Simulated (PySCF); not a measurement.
# C5H9BrSi: electronic excitations

Wanted: the electronic excitations of C5H9BrSi (`C=C1C[C@@H](C)[Si@H]1Br`), by calculation.

Computed with PySCF 2.14.0, with density-fitted response routines of our own, on a single molecule in the gas phase. Atoms are numbered from 0 throughout.

## (1) Starting geometry

16 atoms, charge 0, multiplicity 1; geometry from: GFN2-xTB.

Bonds of the start (Å): C0–C1 1.32, C1–C2 1.51, C2–C3 1.55, C3–C4 1.52, C3–Si5 1.92, Si5–Br6 2.23, Si5–C1 1.89, C0–H7 1.08, C0–H8 1.08, C2–H9 1.09, C2–H10 1.09, C3–H11 1.09, C4–H12 1.09, C4–H13 1.09, C4–H14 1.09, Si5–H15 1.45.

## (2) Ultraviolet spectrum: CAM-B3LYP/def2-SVPD

The job: settings as JSON, then the geometry in Å.

```
{"job": {"kind": "uv", "xc": "CAM-B3LYP", "basis": "def2-SVPD", "nstates": 8, "ntriplets": 3}, "charge": 0, "multiplicity": 1}
C      2.279865    -1.344234    -0.078211
C      1.186925    -0.615819    -0.221257
C     -0.261866    -1.049148    -0.170043
C     -0.953182     0.312985    -0.426984
C     -1.903910     0.746145     0.678522
Si     0.750605     1.189686    -0.544685
Br     1.178824     2.580959     1.141397
H      2.235557    -2.407432     0.107065
H      3.265406    -0.911655    -0.132074
H     -0.493594    -1.798148    -0.928590
H     -0.524694    -1.465650     0.803539
H     -1.499438     0.303542    -1.372652
H     -2.302366     1.739187     0.476596
H     -2.741291     0.053099     0.756616
H     -1.395219     0.774986     1.640844
H      1.170782     1.900440    -1.741495
```

Level: TDDFT CAM-B3LYP/def2-SVPD, vertical, gas phase, core orbitals frozen in the response.

Launch:

```
> OMP_NUM_THREADS=1 python probes_run.py task.json out
```

The driver reads the jobs from task.json and runs them one after another.

What it wrote:

```text
coarse grid: 61896 points
cycle   1  E = -3059.0371866624  dE = -1.616e-01  |g| = 3.783e-01  |ddm| = 6.786e+00
cycle   2  E = -3059.0543847433  dE = -1.720e-02  |g| = 2.993e-01  |ddm| = 1.473e+00
cycle   3  E = -3059.0795531372  dE = -2.517e-02  |g| = 4.207e-02  |ddm| = 6.190e-01
cycle   4  E = -3059.0799700991  dE = -4.170e-04  |g| = 1.656e-02  |ddm| = 1.138e-01
cycle   5  E = -3059.0800265645  dE = -5.647e-05  |g| = 8.212e-03  |ddm| = 4.834e-02
cycle   6  E = -3059.0800432127  dE = -1.665e-05  |g| = 9.128e-04  |ddm| = 1.441e-02
cycle   7  E = -3059.0800434401  dE = -2.275e-07  |g| = 5.343e-04  |ddm| = 3.079e-03
final grid: 129392 points
cycle   8  E = -3059.0799870480  dE = -4.739e-08  |g| = 5.773e-04  |ddm| = 7.624e-03
cycle   9  E = -3059.0799870208  dE =  2.723e-08  |g| = 6.757e-04  |ddm| = 2.094e-03
cycle  10  E = -3059.0799871302  dE = -1.095e-07  |g| = 5.391e-05  |ddm| = 1.098e-03
cycle  11  E = -3059.0799871310  dE = -7.672e-10  |g| = 1.163e-05  |ddm| = 1.207e-04
converged SCF energy = -3059.0799871310

Static polarisability (au): isotropic 104.646, principal 86.692 108.641 118.603

Singlet excitations
state   eV       nm        f      main configurations
  1   5.6667    218.8   0.00762   H-1->L 0.37, H-2->L 0.34, H->L 0.16
  2   6.0321    205.5   0.01186   H-1->L 0.53, H-2->L 0.38
  3   6.3476    195.3   0.31084   H->L 0.78, H-2->L 0.14
  4   6.9206    179.2   0.01361   H-3->L 0.33, H-4->L 0.19, H-2->L+1 0.10
  5   7.0137    176.8   0.00199   H-1->L+1 0.36, H-4->L 0.23
  6   7.0253    176.5   0.02455   H->L+1 0.52, H->L+2 0.26
  7   7.0871    174.9   0.01972   H-2->L+1 0.40, H-3->L 0.15, H-1->L+3 0.14
  8   7.2238    171.6   0.03468   H-1->L+1 0.42, H-2->L+1 0.20

Triplet excitations (Tamm-Dancoff, eV): 3.9110 5.1973 5.7394
```

Wall time 2 min (1 thread of Arm Neoverse N1, shared host); peak memory 1.1 GiB.

Frontier orbitals and where they lie:

```csv
orbital,eV,atoms
HOMO−3,-10.14,"Br6 53 %, Si5 12 %, C3 8 %"
HOMO−2,-9.28,"Br6 39 %, C1 16 %, Si5 13 %"
HOMO−1,-9.11,"Br6 30 %, C3 24 %, Si5 15 %"
HOMO,-8.96,"C0 32 %, C1 31 %, Br6 14 %"
LUMO,0.06,"C0 22 %, C1 22 %, Si5 15 %"
LUMO+1,1.11,"Si5 28 %, Br6 20 %, H15 13 %"
LUMO+2,1.24,"Si5 24 %, C0 16 %, Br6 12 %"
```

With each of the 8 states as a Gaussian band of 0.4 eV half-width at 1/e, the curve within the window shown has maxima at 195 nm (ε 13,000) L/(mol cm). Beyond the last state computed it falls off for lack of states. The curve at chosen wavelengths:

(nm, ε (L/mol/cm)): (165, 1328), (168, 2256), (171, 3156), (174, 3798), (178, 4374), (181, 5103), (184, 6528), (187, 8635), (190, 10903), (193, 12559), (197, 12857), (200, 11594), (203, 9514), (206, 7188), (209, 5067), (212, 3390), (216, 1891), (219, 1212), (222, 788), (225, 524), (228, 356), (231, 244), (235, 146), (238, 97), (241, 63), (244, 40)

Further results of this job:

```
           property  computed
  dipole moment (D)      1.99
polarisability (Å³)     15.51
 HOMO–LUMO gap (eV)      9.02
      −ε(HOMO) (eV)      8.96
```

## (3) What came out

| quantity | value |
| --- | --- |
| lowest singlet (CAM-B3LYP/def2-SVPD) | 5.67 eV (219 nm), f = 0.008 |
| brightest single state of those computed | state 3, 6.35 eV, f = 0.311 |
| lowest triplet | 3.91 eV |

The first singlet state (HOMO−1→LUMO 0.37, HOMO−2→LUMO 0.34) lies at 5.67 eV and is weak; of the 8 states computed, the strongest absorption comes from state 3 at 6.35 eV. The lowest triplet lies 1.76 eV below the lowest singlet (triplets in Tamm-Dancoff, singlets in full TDDFT).
